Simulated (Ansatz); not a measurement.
# CH3BClFO (methoxychlorofluoroborane): RPA@PBE0/cc-pVDZ

Aim: the vertical ionisation energy of CH3BClFO (methoxychlorofluoroborane) at RPA@PBE0/cc-pVDZ, from 2 runs. 

The calculation is run with Ansatz 0.2.0.

134 further runs of the same task are left out: 134 set aside as unsound or not needed. Runs told in other sessions of the task aren't counted.

## Step 1: The system as given

The species is CH3BClFO (8 atoms), meant as a singlet with charge 0. SMILES: `COB(F)Cl`. Geometry: relaxed at PBE0-D4/def2-TZVP. This is one conformer, not always the lowest.

Bond lengths: C1–O2 1.414 Å, O2–B3 1.333 Å, B3–F4 1.320 Å, B3–Cl5 1.765 Å, C1–H6 1.091 Å, C1–H7 1.090 Å, C1–H8 1.091 Å. Angles: C1–O2–B3 126.0°, O2–B3–F4 118.3°, O2–B3–Cl5 124.1°, F4–B3–Cl5 117.7°, O2–C1–H6 108.6°, O2–C1–H7 108.2°, O2–C1–H8 111.7°, H6–C1–H7 109.1°, H6–C1–H8 109.5°, H7–C1–H8 109.7°.

## Step 2: The energy at RPA@PBE0/cc-pVDZ

Input file input.yaml:

```yaml
crystal:
  periodic: [false, false, false]
  atoms:
    - {symbol: C, position_ang: [0.662000, -0.415400, 0.804600]}
    - {symbol: O, position_ang: [-0.122300, -0.654500, -0.347500]}
    - {symbol: B, position_ang: [-0.782400, 0.264900, -1.051400]}
    - {symbol: F, position_ang: [-1.466600, -0.129900, -2.108800]}
    - {symbol: Cl, position_ang: [-0.801800, 1.985600, -0.658500]}
    - {symbol: H, position_ang: [1.700600, -0.658800, 0.576000]}
    - {symbol: H, position_ang: [0.308900, -1.072800, 1.599700]}
    - {symbol: H, position_ang: [0.593700, 0.623700, 1.130000]}
basis:
  gaussian:
    orbitals: cc-pVDZ
hamiltonian:
  xc: {name: PBE0}
correlation:
  method: rpa
  frozen_orbitals: {B: 1, C: 1, Cl: 5, F: 1, H: 0, O: 1}
accuracy: high
```

Started as:

```
ansatz run input.yaml --threads 1 --pin off --max-ram 3480MiB --events-out events.jsonl --progress --plain --runs-dir runs
```

Standard output:

```text
Warning: RAYON_NUM_THREADS=1 ignored (pool sized by the plan → 1); use --threads N
Functional definition: PBE0
  name "PBE0"
  parameter a = 0.25
  parameter kappa = 0.804
  parameter beta = 0.06672455060314922
  exchange = (1 - a)*pbe_x(kappa = kappa, mu = beta*pi^2/3) + a*exact_x
  correlation = pbe_c(beta = beta)
2055 factors; integrals over basis functions are off by at most 3.5e-9 eV
mean field evaluation 1: about -19038.3696 eV, gradient 4.3e1 eV
mean field evaluation 2: about -19038.5951 eV, gradient 4.3e1 eV
mean field evaluation 4: about -19041.8971 eV, gradient 8.0e0 eV
mean field evaluation 8: about -19042.0218 eV, gradient 6.8e-1 eV
mean field evaluation 16: about -19042.0226 eV, gradient 8.1e-5 eV
mean field -19042.02260808 eV, -699.7814237004 hartree, gradient 2.2e-8 eV, S^2 0.000000; 0 other end points of the search recorded, 0 dependent functions left out
9 core orbitals not correlated: weight in the atoms' cores, before any rotation towards them, 1.000 or more for the frozen orbitals, at most 0.000 for the correlated occupied ones
reference -19000.27774761 eV, -698.2473283738 hartree; 15, 15 occupied and 65, 65 virtual orbitals, 2055 factors
Total energy: -19027.97747856 eV, -699.2652747108 hartree
```

It took 11 s on 1 thread of Arm Neoverse V2, shared host; peak memory 0.32 GiB.

## Step 3: The doublet cation

Input file molecule.yaml:

```yaml
crystal:
  periodic: [false, false, false]
  atoms:
    - {symbol: C, position_ang: [0.662000, -0.415400, 0.804600]}
    - {symbol: O, position_ang: [-0.122300, -0.654500, -0.347500]}
    - {symbol: B, position_ang: [-0.782400, 0.264900, -1.051400]}
    - {symbol: F, position_ang: [-1.466600, -0.129900, -2.108800]}
    - {symbol: Cl, position_ang: [-0.801800, 1.985600, -0.658500]}
    - {symbol: H, position_ang: [1.700600, -0.658800, 0.576000]}
    - {symbol: H, position_ang: [0.308900, -1.072800, 1.599700]}
    - {symbol: H, position_ang: [0.593700, 0.623700, 1.130000]}
basis:
  gaussian:
    orbitals: cc-pVDZ
total_charge: 1
magnetization:
  spin_polarized: true
  initial_magnetization: 1
hamiltonian:
  xc: {name: PBE0}
correlation:
  method: rpa
  frozen_orbitals: {B: 1, C: 1, Cl: 5, F: 1, H: 0, O: 1}
accuracy: high
```

Started as:

```
ansatz run molecule.yaml --threads 1 --pin off --max-ram 3480MiB --events-out events.jsonl --progress --plain --runs-dir runs
```

Standard output, shortened:

```text
Warning: RAYON_NUM_THREADS=1 ignored (pool sized by the plan → 1); use --threads N
Functional definition: PBE0
  name "PBE0"
[...]
2054 factors; integrals over basis functions are off by at most 3.5e-9 eV
[...]
mean field -19030.55605142 eV, -699.3600355154 hartree, gradient 7.6e-8 eV, S^2 0.761283; 6 other end points of the search recorded, 0 dependent functions left out
9 core orbitals not correlated: weight in the atoms' cores, before any rotation towards them, 1.000 or more for the frozen orbitals, at most 0.000 for the correlated occupied ones
reference -18988.50018820 eV, -697.8145110488 hartree; 15, 14 occupied and 65, 66 virtual orbitals, 2054 factors
Total energy: -19016.52602209 eV, -698.8444414477 hartree
```

Run time: 43 s. Hardware: 1 thread of Arm Neoverse V2, shared host; peak memory 0.62 GiB.

## Step 4: What came out

Level: RPA@PBE0/cc-pVDZ, 9 core orbitals frozen.

| quantity | value |
| --- | --- |
| singlet CH3BClFO: total energy | -699.26527 Eh |
| singlet CH3BClFO: RPA correlation energy (valence) | -1017.9 mEh |
| doublet cation: total energy | -698.84444 Eh |
| doublet cation: RPA correlation energy (valence) | -1029.9 mEh |
| doublet cation: ⟨S²⟩ of the reference determinant | 0.761 |
| vertical ionisation energy (to the doublet cation) | 11.451 eV |

What this shows: The vertical ionisation energy comes to 11.45 eV (1105 kJ/mol).
